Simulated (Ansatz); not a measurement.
# SiBiS2: the cost of one run

Program: Ansatz 0.2.0. Level of theory: DFT PBE, scalar-relativistic, plane waves, PAW. These are calculated values, not measurements.

### 1 The system as given

Symmetry: P4/mmm, No. 123, tetragonal system. The conventional cell has a = 4.545 Å, b = 4.545 Å, c = 9.218 Å, α = 90.00°, β = 90.00°, γ = 90.00°. Around Si (site symmetry 4mm) lie 4 S at 2.30 Å. Around Bi (site symmetry mmm) lie 2 S at 2.02 Å. Around S (site symmetry 2mm) lie 1 Bi at 2.02 Å and 2 Si at 2.30 Å.

As a file:

```cif
data_structure
_symmetry_space_group_name_H-M 'P4/mmm'
_symmetry_Int_Tables_number 123
_cell_length_a 4.5448
_cell_length_b 4.5448
_cell_length_c 9.2177
_cell_angle_alpha 90.000
_cell_angle_beta 90.000
_cell_angle_gamma 90.000
_cell_volume 190.40
loop_
_atom_site_label
_atom_site_type_symbol
_atom_site_symmetry_multiplicity
_atom_site_Wyckoff_symbol
_atom_site_fract_x
_atom_site_fract_y
_atom_site_fract_z
_atom_site_occupancy
Si1 Si 2 h 0.50000 0.50000 0.75564 1
Bi1 Bi 2 e 0.00000 0.50000 0.50000 1
S1 S 4 i 0.00000 0.50000 0.71885 1
```

A structure generator made this guess: random cell by space group and Wyckoff sites (P4/mmm, No. 123). The dimensions are guesses.

### 2 The guess as it stands, on a coarse mesh

Input file input.yaml:

```yaml
crystal:
  lattice:
    - [4.54484362, 0.0, 0.0]
    - [0.0, 4.54484362, 0.0]
    - [0.0, 0.0, 9.21771567]
  atoms:
    - { symbol: Si, position: [0.5, 0.5, 0.75563709] }
    - { symbol: Si, position: [0.5, 0.5, 0.24436291] }
    - { symbol: Bi, position: [0.0, 0.5, 0.5] }
    - { symbol: Bi, position: [0.5, 0.0, 0.5] }
    - { symbol: S, position: [0.0, 0.5, 0.7188511] }
    - { symbol: S, position: [0.5, 0.0, 0.7188511] }
    - { symbol: S, position: [0.0, 0.5, 0.2811489] }
    - { symbol: S, position: [0.5, 0.0, 0.2811489] }
basis:
  ecutwfc: 420
kpoints:
  mp_grid: { grid: [4, 4, 2] }
hamiltonian:
  xc: pbe
scf:
  occupations: { method: gaussian, width: 0.1 }
  lower_state_search: "off"
output:
  forces: true
  stress: true
  eigenvalues: true
```

On the command line:

```sh
> ansatz run input.yaml --threads 1 --pin off --max-ram 2560MiB --backend cpu --events-out ev --progress --plain --runs-dir out
```

Q: Estimate wall time and peak memory on 1 thread of Intel Xeon at 2.70GHz, shared host.

About 7.2 s, with a peak of 0.45 GiB.
